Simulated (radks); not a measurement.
# Sm³⁺ in [Xe] 4f5: an all-electron calculation

The task here is to estimate one member of a computed series from the others.

The numbers are computed with radks (a radial shooting solver on a logarithmic mesh, Libxc functionals) version 1 (scalar-relativistic Kohn-Sham, LDA (Slater exchange, Perdew-Zunger correlation), spin-unpolarised, spherical densities, point nucleus), except any that are marked as measured or tabulated.

## The atom as given

```
element       : samarium (Z = 62)
charge        : +3
electrons     : 59
configuration : [Xe] 4f5
```

The outer shells:

Sm³⁺
```
[Xe] core
4f [↑ ][↑ ][↑ ][↑ ][↑ ][  ][  ]
```

The first run:

The run's settings:

```text
Z 62
configuration [Xe] 4f5
relativity scalar-relativistic
functional lda,pz
spin unpolarised
nucleus point
c 137.035999084
```

One of the session's tables, all rows but one given; the rest of the session is left out.

It belongs to the step «Radial structure». Sizes of the orbitals, from the radial functions (bohr):

| level | <r> | outermost maximum (interpolated) | 90 % within | nodes |
| --- | --- | --- | --- | --- |
| 1s | 0.02276 | 0.0145 | 0.0411 | 0 |
| 2s | 0.09707 | 0.0822 | 0.150 | 1 |
| 2p | 0.08550 | 0.0664 | 0.139 | 0 |
| 3s | 0.2553 | 0.234 | 0.374 | 2 |
| 3p | 0.2535 | 0.229 | 0.379 | 1 |
| 3d | 0.2311 | 0.188 | 0.360 | 0 |
| 4s | 0.5787 | 0.539 | 0.831 | 3 |
| 4p | 0.6124 | 0.562 | 0.891 | 2 |
| 4d | 0.6680 | 0.586 | 1.00 | 1 |
| 5s | 1.375 | 1.24 | 1.97 | 4 |
| 5p | 1.583 | 1.40 | 2.30 | 3 |
| 4f | ? | ? | ? | ? |

Q: Estimate the row for 4f from the others.

**Answer.** <r>: 0.9043; outermost maximum (interpolated): 0.604; 90 % within: 1.54; nodes: 0. In the column «<r>» it lies between 4d (0.6680) and 5s (1.375).

To keep in mind: Spin polarisation and multiplet splitting are left out.
